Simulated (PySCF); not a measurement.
# Solver options tried on Al⁺

Aim: find out which solver settings change the answer for Al⁺.

Program: PySCF 2.14.0. Level of theory: each script names its method and basis. These are calculated values, not measurements.

### Step 1. The atom

Al⁺: 1 atom, charge 1, spin multiplicity 1.

### Step 2. Base script

File input.py:

```python
from pyscf import gto, scf, cc

mol = gto.M(
    atom='Al 0 0 0',
    basis='cc-pcvtz',
    charge=1,
    spin=0,
    symmetry=True,
    verbose=4,
)
mf = scf.RHF(mol)
mf.kernel()
mycc = cc.CCSD(mf, frozen=5)
mycc.kernel()
e = mycc.eeccsd(nroots=6)[0]
print('roots (eV) =', (e*27.211386).round(3))
mf.dip_moment()
print('orbital energies (hartree):', mf.mo_energy[..., max(0, mol.nelec[1]-3):mol.nelec[0]+3].round(4))
```

Command:

```sh
> OMP_NUM_THREADS=1 python input.py
```

Its log is not repeated here.

In short: E(SCF) = -241.673444 Eh, 6 cycles, E(CCSD) − E(SCF) = -0.03974 Eh, excitation roots 4.517, 4.517, 4.517, 4.517, 4.517 eV.

### Step 3. Convergence threshold 1e-07 hartree

Variant 1 changes convergence threshold: default → 1e-07 hartree.

Changes to input.py since step 2:

```diff
@@ -11,2 +11,3 @@
 mf = scf.RHF(mol)
+mf.conv_tol = 1e-07
 mf.kernel()
```

Command:

```sh
> OMP_NUM_THREADS=1 python input.py
```

Output, shortened:

```text
[lines on the frontier levels of each cycle are left out]
PySCF version 2.14.0

[INPUT] verbose = 4
[INPUT] num. atoms = 1
[INPUT] num. electrons = 12
[INPUT] charge = 1
[INPUT] spin (= nelec alpha-beta = 2S) = 0
[INPUT] symmetry True subgroup None
[INPUT] Mole.unit = angstrom
[INPUT] Symbol           X                Y                Z      unit          X                Y                Z       unit  Magmom
[INPUT]  1 Al     0.000000000000   0.000000000000   0.000000000000 AA    0.000000000000   0.000000000000   0.000000000000 Bohr   0.0

nuclear repulsion = 0
point group symmetry = SO3
symmetry origin: [0. 0. 0.]
symmetry axis x: [1. 0. 0.]
symmetry axis y: [0. 1. 0.]
symmetry axis z: [0. 0. 1.]
num. orbitals of irrep s+0 = 7
num. orbitals of irrep p-1 = 6
num. orbitals of irrep p+0 = 6
num. orbitals of irrep p+1 = 6
num. orbitals of irrep d-2 = 4
num. orbitals of irrep d-1 = 4
num. orbitals of irrep d+0 = 4
num. orbitals of irrep d+1 = 4
num. orbitals of irrep d+2 = 4
num. orbitals of irrep f-3 = 2
num. orbitals of irrep f-2 = 2
num. orbitals of irrep f-1 = 2
num. orbitals of irrep f+0 = 2
num. orbitals of irrep f+1 = 2
num. orbitals of irrep f+2 = 2
num. orbitals of irrep f+3 = 2
number of shells = 16
number of NR pGTOs = 84
number of NR cGTOs = 59
basis = cc-pcvtz
ecp = {}

******** <class 'pyscf.scf.hf_symm.SymAdaptedRHF'> ********
method = SymAdaptedRHF
initial guess = minao
damping factor = 0
level_shift factor = 0
DIIS = <class 'pyscf.scf.diis.CDIIS'>
diis_start_cycle = 1
diis_space = 8
diis_damp = 0
SCF conv_tol = 1e-07
SCF conv_tol_grad = None
SCF max_cycles = 50
direct_scf = True
direct_scf_tol = 1e-13
Freeze 0 electrons in irreps []
    12 free electrons in irreps s+0 p-1 p+0 p+1 d-2 d-1 d+0 d+1 d+2 f-3 f-2 f-1 f+0 f+1 f+2 f+3
Set gradient conv threshold to 0.000316228
Initial guess from minao.
init E= -241.751537487571
cycle= 1 E= -241.665558796513  delta_E= 0.086  |g|= 0.121  |ddm|= 0.409
cycle= 2 E= -241.672952782835  delta_E= -0.00739  |g|= 0.042  |ddm|= 0.303
cycle= 3 E= -241.673381143263  delta_E= -0.000428  |g|= 0.00889  |ddm|= 0.0813
cycle= 4 E= -241.673443717302  delta_E= -6.26e-05  |g|= 0.00104  |ddm|= 0.0479
cycle= 5 E= -241.673444003608  delta_E= -2.86e-07  |g|= 3.64e-05  |ddm|= 0.00436
cycle= 6 E= -241.673444003874  delta_E= -2.66e-10  |g|= 2.71e-06  |ddm|= 0.000181
Extra cycle  E= -241.673444003878  delta_E= -3.41e-12  |g|= 5.08e-07  |ddm|= 1.85e-05
converged SCF energy = -241.673444003878

******** <class 'pyscf.cc.ccsd.CCSD'> ********
CC2 = 0
CCSD nocc = 1, nmo = 54
frozen orbitals 5
max_cycle = 50
direct = 0
conv_tol = 1e-07
conv_tol_normt = 1e-05
diis_space = 6
diis_start_cycle = 0
diis_start_energy_diff = 1e+09
Init t2, MP2 energy = -241.70147788896  E_corr(MP2) -0.0280338850827003
Init E_corr(CCSD) = -0.0280338850828232
cycle = 1  E_corr(CCSD) = -0.0347081355337973  dE = -0.00667425045  norm(t1,t2) = 0.0477058
cycle = 2  E_corr(CCSD) = -0.0373681375510936  dE = -0.00266000202  norm(t1,t2) = 0.0226007
cycle = 3  E_corr(CCSD) = -0.0397555878546733  dE = -0.0023874503  norm(t1,t2) = 0.0112003
cycle = 4  E_corr(CCSD) = -0.039729879886834  dE = 2.57079678e-05  norm(t1,t2) = 0.000657668
cycle = 5  E_corr(CCSD) = -0.0397419774644194  dE = -1.20975776e-05  norm(t1,t2) = 5.56363e-05
cycle = 6  E_corr(CCSD) = -0.0397377812112812  dE = 4.19625314e-06  norm(t1,t2) = 1.58156e-05
cycle = 7  E_corr(CCSD) = -0.0397384090778925  dE = -6.27866611e-07  norm(t1,t2) = 3.17484e-06
cycle = 8  E_corr(CCSD) = -0.0397383676251411  dE = 4.14527513e-08  norm(t1,t2) = 2.87331e-07
CCSD converged
E(CCSD) = -241.7131823715027  E_corr = -0.03973836762514112

******** <class 'pyscf.cc.eom_rccsd.EOMEESpinFlip'> ********
max_space = 20
max_cycle = 50
conv_tol = 1e-07
partition = None
EOM-CCSD root 0 E = 0.1660147086160003  qpwt = 0.989041  conv = True
EOM-CCSD root 1 E = 0.1660147086163246  qpwt = 0.989041  conv = True
EOM-CCSD root 2 E = 0.1660147086163257  qpwt = 0.989041  conv = True
roots (eV) = [4.517 4.517 4.517 4.517 4.517 4.517]

WARN: System has nonzero charge 1; the dipole moment is origin-dependent.
Location of origin: [0. 0. 0.]

Dipole moment(X, Y, Z, Debye):  0.00000,  0.00000,  0.00000
orbital energies (hartree): [-3.5226 -3.5226 -0.6523 -0.1945 -0.1945 -0.1945]
```

Run time: 2 s. Hardware: 1 thread of Arm Neoverse V2, shared host; peak memory 0.17 GiB.

Outcome: E(SCF) = -241.673444 Eh (no change), 6 cycles, E(CCSD) − E(SCF) = -0.03974 Eh, excitation roots 4.517, 4.517, 4.517, 4.517, 4.517 eV.

### Step 4. Smearing width 0.2 hartree

Variant 2 changes smearing width: none → 0.2 hartree; step after the SCF: eomee → none.

File input.py:

```python
from pyscf import gto, scf

mol = gto.M(
    atom='Al 0 0 0',
    basis='cc-pcvtz',
    charge=1,
    spin=0,
    symmetry=True,
    verbose=4,
)
mf = scf.RHF(mol)
mf = scf.addons.smearing_(mf, sigma=0.2, method='fermi')
mf.kernel()
mf.dip_moment()
print('orbital energies (hartree):', mf.mo_energy[..., max(0, mol.nelec[1]-3):mol.nelec[0]+3].round(4))
```

Command:

```sh
> OMP_NUM_THREADS=1 python input.py
```

Output:

```text
[... 40 set-up lines left out, the same as in an earlier log ...]
******** <class 'pyscf.scf.smearing.SmearingSymAdaptedRHF'> ********
method = SmearingSymAdaptedRHF
[... 7 set-up lines left out, the same as in an earlier log ...]
SCF conv_tol = 1e-09
[... 6 set-up lines left out, the same as in an earlier log ...]
Set gradient conv threshold to 3.16228e-05
[... 1 set-up line left out, the same as in an earlier log ...]
init E= -241.751537487571
    sigma = 0.2  Optimized mu = -0.427706394212  entropy = 5.81927965854
    Total E(T) = -241.079148413476  Free energy = -242.243004345184  E0 = -241.66107637933
cycle= 1 E= -241.079148413476  delta_E= 0.672  |g|= 0.294  |ddm|= 1.32
    sigma = 0.2  Optimized mu = -0.689000787555  entropy = 6.25221711861
    Total E(T) = -241.015795365689  Free energy = -242.26623878941  E0 = -241.64101707755
cycle= 2 E= -241.015795365689  delta_E= 0.0634  |g|= 0.0653  |ddm|= 0.348
    sigma = 0.2  Optimized mu = -0.673747851607  entropy = 6.32733188596
    Total E(T) = -241.001613766076  Free energy = -242.267080143268  E0 = -241.634346954672
cycle= 3 E= -241.001613766076  delta_E= 0.0142  |g|= 0.00338  |ddm|= 0.0624
    sigma = 0.2  Optimized mu = -0.669490169144  entropy = 6.37100160489
    Total E(T) = -240.993008982768  Free energy = -242.267209303746  E0 = -241.630109143257
cycle= 4 E= -240.993008982768  delta_E= 0.0086  |g|= 0.00238  |ddm|= 0.0208
    sigma = 0.2  Optimized mu = -0.669978225583  entropy = 6.37868607726
    Total E(T) = -240.991475735514  Free energy = -242.267212950966  E0 = -241.62934434324
cycle= 5 E= -240.991475735514  delta_E= 0.00153  |g|= 0.000184  |ddm|= 0.00325
    sigma = 0.2  Optimized mu = -0.669972709684  entropy = 6.37812245414
    Total E(T) = -240.991588487225  Free energy = -242.267212978053  E0 = -241.629400732639
cycle= 6 E= -240.991588487225  delta_E= -0.000113  |g|= 1.98e-05  |ddm|= 0.00025
    sigma = 0.2  Optimized mu = -0.669970087709  entropy = 6.37802537439
    Total E(T) = -240.991607903805  Free energy = -242.267212978683  E0 = -241.629410441244
cycle= 7 E= -240.991607903805  delta_E= -1.94e-05  |g|= 6.38e-07  |ddm|= 3.08e-05
    sigma = 0.2  Optimized mu = -0.669970273626  entropy = 6.37801908769
    Total E(T) = -240.991609161148  Free energy = -242.267212978687  E0 = -241.629411069917
cycle= 8 E= -240.991609161148  delta_E= -1.26e-06  |g|= 7.99e-08  |ddm|= 2.3e-06
    sigma = 0.2  Optimized mu = -0.66997027298  entropy = 6.37801887918
    Total E(T) = -240.99160920285  Free energy = -242.267212978687  E0 = -241.629411090768
cycle= 9 E= -240.99160920285  delta_E= -4.17e-08  |g|= 4.05e-08  |ddm|= 7.32e-08
    sigma = 0.2  Optimized mu = -0.669970274524  entropy = 6.37801883519
    Total E(T) = -240.99160921165  Free energy = -242.267212978687  E0 = -241.629411095168
cycle= 10 E= -240.99160921165  delta_E= -8.8e-09  |g|= 3.44e-08  |ddm|= 1.71e-08
    sigma = 0.2  Optimized mu = -0.669970271244  entropy = 6.37801868595
    Total E(T) = -240.991609241495  Free energy = -242.267212978686  E0 = -241.62941111009
cycle= 11 E= -240.991609241495  delta_E= -2.98e-08  |g|= 1.28e-09  |ddm|= 5.13e-08
    sigma = 0.2  Optimized mu = -0.669970270806  entropy = 6.37801868666
    Total E(T) = -240.991609241353  Free energy = -242.267212978686  E0 = -241.629411110019
cycle= 12 E= -240.991609241353  delta_E= 1.42e-10  |g|= 4.07e-10  |ddm|= 1.71e-09
    sigma = 0.2  Optimized mu = -0.669970270908  entropy = 6.37801868522
    Total E(T) = -240.991609241641  Free energy = -242.267212978686  E0 = -241.629411110164
Extra cycle  E= -240.991609241641  delta_E= -2.88e-10  |g|= 1.31e-10  |ddm|= 8.09e-10
converged SCF energy = -240.991609241641

WARN: System has nonzero charge 1; the dipole moment is origin-dependent.
Location of origin: [0. 0. 0.]

Dipole moment(X, Y, Z, Debye):  0.00000,  0.00000,  0.00000
orbital energies (hartree): [-3.6979 -3.6979 -0.5335 -0.2615 -0.2615 -0.2615]
```

It took 0.7 s on 1 thread of Arm Neoverse V2, shared host.

The smearing width (0.2 hartree) was meant as a poor choice, so the numbers below may not describe Al⁺ as the base run means it. Outcome: E(SCF) = -240.991609 Eh, 12 cycles.

The energy is that at the smeared occupations, without the entropy term.

### Step 5. Initial guess core

Variant 3 changes initial guess: minao → core.

Changes to input.py since step 2:

```diff
@@ -11,2 +11,3 @@
 mf = scf.RHF(mol)
+mf.init_guess = 'core'
 mf.kernel()
```

Command:

```sh
> OMP_NUM_THREADS=1 python input.py
```

Output, shortened:

```text
[lines on the frontier levels of each cycle are left out]
[... 42 set-up lines left out, the same as in an earlier log ...]
initial guess = core
[... 15 set-up lines left out, the same as in an earlier log ...]
init E= -241.751537487571
cycle= 1 E= -241.665558796513  delta_E= 0.086  |g|= 0.121  |ddm|= 0.409
cycle= 2 E= -241.672952782835  delta_E= -0.00739  |g|= 0.042  |ddm|= 0.303
cycle= 3 E= -241.673381143263  delta_E= -0.000428  |g|= 0.00889  |ddm|= 0.0813
cycle= 4 E= -241.673443717302  delta_E= -6.26e-05  |g|= 0.00104  |ddm|= 0.0479
cycle= 5 E= -241.673444003608  delta_E= -2.86e-07  |g|= 3.64e-05  |ddm|= 0.00436
cycle= 6 E= -241.673444003874  delta_E= -2.66e-10  |g|= 2.71e-06  |ddm|= 0.000181
Extra cycle  E= -241.673444003878  delta_E= -3.41e-12  |g|= 5.08e-07  |ddm|= 1.85e-05
converged SCF energy = -241.673444003878

******** <class 'pyscf.cc.ccsd.CCSD'> ********
CC2 = 0
CCSD nocc = 1, nmo = 54
frozen orbitals 5
max_cycle = 50
direct = 0
conv_tol = 1e-07
conv_tol_normt = 1e-05
diis_space = 6
diis_start_cycle = 0
diis_start_energy_diff = 1e+09
Init t2, MP2 energy = -241.70147788896  E_corr(MP2) -0.0280338850827003
Init E_corr(CCSD) = -0.0280338850828232
cycle = 1  E_corr(CCSD) = -0.0347081355337973  dE = -0.00667425045  norm(t1,t2) = 0.0477058
cycle = 2  E_corr(CCSD) = -0.0373681375510936  dE = -0.00266000202  norm(t1,t2) = 0.0226007
cycle = 3  E_corr(CCSD) = -0.0397555878546733  dE = -0.0023874503  norm(t1,t2) = 0.0112003
cycle = 4  E_corr(CCSD) = -0.039729879886834  dE = 2.57079678e-05  norm(t1,t2) = 0.000657668
cycle = 5  E_corr(CCSD) = -0.0397419774644194  dE = -1.20975776e-05  norm(t1,t2) = 5.56363e-05
cycle = 6  E_corr(CCSD) = -0.0397377812112812  dE = 4.19625314e-06  norm(t1,t2) = 1.58156e-05
cycle = 7  E_corr(CCSD) = -0.0397384090778925  dE = -6.27866611e-07  norm(t1,t2) = 3.17484e-06
cycle = 8  E_corr(CCSD) = -0.0397383676251411  dE = 4.14527513e-08  norm(t1,t2) = 2.87331e-07
CCSD converged
E(CCSD) = -241.7131823715027  E_corr = -0.03973836762514112

******** <class 'pyscf.cc.eom_rccsd.EOMEESpinFlip'> ********
max_space = 20
max_cycle = 50
conv_tol = 1e-07
partition = None
EOM-CCSD root 0 E = 0.1660147086160003  qpwt = 0.989041  conv = True
EOM-CCSD root 1 E = 0.1660147086163246  qpwt = 0.989041  conv = True
EOM-CCSD root 2 E = 0.1660147086163257  qpwt = 0.989041  conv = True
roots (eV) = [4.517 4.517 4.517 4.517 4.517 4.517]

WARN: System has nonzero charge 1; the dipole moment is origin-dependent.
Location of origin: [0. 0. 0.]

Dipole moment(X, Y, Z, Debye):  0.00000,  0.00000,  0.00000
orbital energies (hartree): [-3.5226 -3.5226 -0.6523 -0.1945 -0.1945 -0.1945]
```

Run time: 2 s. Hardware: 1 thread of Arm Neoverse V2, shared host.

This run: E(SCF) = -241.673444 Eh (no change), 6 cycles, E(CCSD) − E(SCF) = -0.03974 Eh, excitation roots 4.517, 4.517, 4.517, 4.517, 4.517 eV.

### Step 6. Second-order solver on

Variant 4 changes second-order solver: off → on.

Changes to input.py since step 2:

```diff
@@ -11,2 +11,3 @@
 mf = scf.RHF(mol)
+mf = mf.newton()
 mf.kernel()
```

Command:

```sh
> OMP_NUM_THREADS=1 python input.py
```

Output:

```text
[... 42 set-up lines left out, the same as in an earlier log ...]
******** <class 'pyscf.soscf.newton_ah.SecondOrderSymAdaptedRHF'> ********
method = SecondOrderSymAdaptedRHF
[... 12 set-up lines left out, the same as in an earlier log ...]
******** <class 'pyscf.scf.hf_symm.SymAdaptedRHF'> Newton solver flags ********
SCF tol = 1e-09
conv_tol_grad = None
max. SCF cycles = 50
[... 2 set-up lines left out, the same as in an earlier log ...]
max_cycle_inner = 12
max_stepsize = 0.05
ah_start_tol = 1e+09
ah_level_shift = 0
ah_conv_tol = 1e-12
ah_lindep = 1e-14
ah_start_cycle = 1
ah_max_cycle = 40
ah_grad_trust_region = 2.5
kf_interval = 4
kf_trust_region = 5
canonicalization = True
Set conv_tol_grad to 3.16228e-05
[... 1 set-up line left out, the same as in an earlier log ...]
HOMO (s+0) = -0.375451928399364  LUMO (p-1) = 0.0100456275759426  gap/eV = 10.48992
Initial guess E= -241.665558796513  |g|= 0.120947
macro= 0  E= -241.67344400313  delta_E= -0.00788521  |g|= 0.00335815  2 KF 8 JK
macro= 1  E= -241.673444003877  delta_E= -7.46724e-10  |g|= 3.31375e-05  1 KF 4 JK
macro= 2  E= -241.673444003877  delta_E= -1.13687e-13  |g|= 2.20304e-06  1 KF 2 JK
Canonicalize SCF orbitals
macro X = 3  E=-241.673444003877  |g|= 2.20304e-06  total 5 KF 18 JK
converged SCF energy = -241.673444003877

******** <class 'pyscf.cc.ccsd.CCSD'> ********
CC2 = 0
CCSD nocc = 1, nmo = 54
frozen orbitals 5
max_cycle = 50
direct = 0
conv_tol = 1e-07
conv_tol_normt = 1e-05
diis_space = 6
diis_start_cycle = 0
diis_start_energy_diff = 1e+09
Init t2, MP2 energy = -241.701477894588  E_corr(MP2) -0.0280338907104764
Init E_corr(CCSD) = -0.028033890710622
cycle = 1  E_corr(CCSD) = -0.0347081389349314  dE = -0.00667424822  norm(t1,t2) = 0.0477058
cycle = 2  E_corr(CCSD) = -0.0373681395708751  dE = -0.00266000064  norm(t1,t2) = 0.0226007
cycle = 3  E_corr(CCSD) = -0.0397555887703358  dE = -0.0023874492  norm(t1,t2) = 0.0112003
cycle = 4  E_corr(CCSD) = -0.0397298807988823  dE = 2.57079715e-05  norm(t1,t2) = 0.000657667
cycle = 5  E_corr(CCSD) = -0.0397419783555285  dE = -1.20975566e-05  norm(t1,t2) = 5.56362e-05
cycle = 6  E_corr(CCSD) = -0.039737782115127  dE = 4.1962404e-06  norm(t1,t2) = 1.58155e-05
cycle = 7  E_corr(CCSD) = -0.0397384099807397  dE = -6.27865613e-07  norm(t1,t2) = 3.17484e-06
cycle = 8  E_corr(CCSD) = -0.0397383685278484  dE = 4.14528914e-08  norm(t1,t2) = 2.87332e-07
CCSD converged
E(CCSD) = -241.7131823724049  E_corr = -0.03973836852784836

******** <class 'pyscf.cc.eom_rccsd.EOMEESpinFlip'> ********
max_space = 20
max_cycle = 50
conv_tol = 1e-07
partition = None
EOM-CCSD root 0 E = 0.1660147037212007  qpwt = 0.989041  conv = True
EOM-CCSD root 1 E = 0.1660147037215232  qpwt = 0.989041  conv = True
EOM-CCSD root 2 E = 0.1660147037215255  qpwt = 0.989041  conv = True
roots (eV) = [4.517 4.517 4.517 4.517 4.517 4.517]

WARN: System has nonzero charge 1; the dipole moment is origin-dependent.
Location of origin: [0. 0. 0.]

Dipole moment(X, Y, Z, Debye):  0.00000,  0.00000,  0.00000
orbital energies (hartree): [-3.5226 -3.5226 -0.6523 -0.1945 -0.1945 -0.1945]
```

Wall time 2.2 s (1 thread of Arm Neoverse V2, shared host).

Result: E(SCF) = -241.673444 Eh (no change), 3 macro-iterations, E(CCSD) − E(SCF) = -0.03974 Eh, excitation roots 4.517, 4.517, 4.517, 4.517, 4.517 eV.

### Step 7. Side by side

```
                                     run  E(SCF) (hartree)  from base (eV)   cycles  gap (eV)                                                after the SCF
                                    base       -241.673444               0        6     12.46  CCSD correlation -1.081 eV, core frozen, first root 4.52 eV
     convergence threshold 1e-07 hartree       -241.673444          0.0000        6     12.46  CCSD correlation -1.081 eV, core frozen, first root 4.52 eV
smearing width 0.2 hartree (poor choice)       -240.991609  not comparable       12       n/a                                                          n/a
                      initial guess core       -241.673444          0.0000        6     12.46  CCSD correlation -1.081 eV, core frozen, first root 4.52 eV
                  second-order solver on       -241.673444          0.0000  3 macro     12.46  CCSD correlation -1.081 eV, core frozen, first root 4.52 eV
```

Wall time on 1 thread of Arm Neoverse V2, shared host, start-up included: base 2.1 s; convergence threshold 1e-07 hartree 2 s; smearing width 0.2 hartree (poor choice) 0.7 s; initial guess core 2 s; second-order solver on 2.2 s.

Distance from each run's final energy (log10 hartree) by cycle:

```
                                     run  cycle 1  cycle 2  cycle 3  cycle 5  cycle 8  cycle 12
                                    base     -2.1     -3.3     -4.2     -9.6     done      done
     convergence threshold 1e-07 hartree     -2.1     -3.3     -4.2     -9.6     done      done
smearing width 0.2 hartree (poor choice)     -1.1     -1.6     -2.0     -3.9     -7.1      -9.5
                      initial guess core     -2.1     -3.3     -4.2     -9.6     done      done
                  second-order solver on     -9.1    < -11    < -11     done     done      done
```

What this shows: No change of the SCF energy comes from convergence threshold 1e-07 hartree or initial guess core or second-order solver on. PySCF falls back to minao for a guess that it doesn't know or can't read, so that run repeats the base. Rows marked «poor choice» come from settings spoiled on purpose.
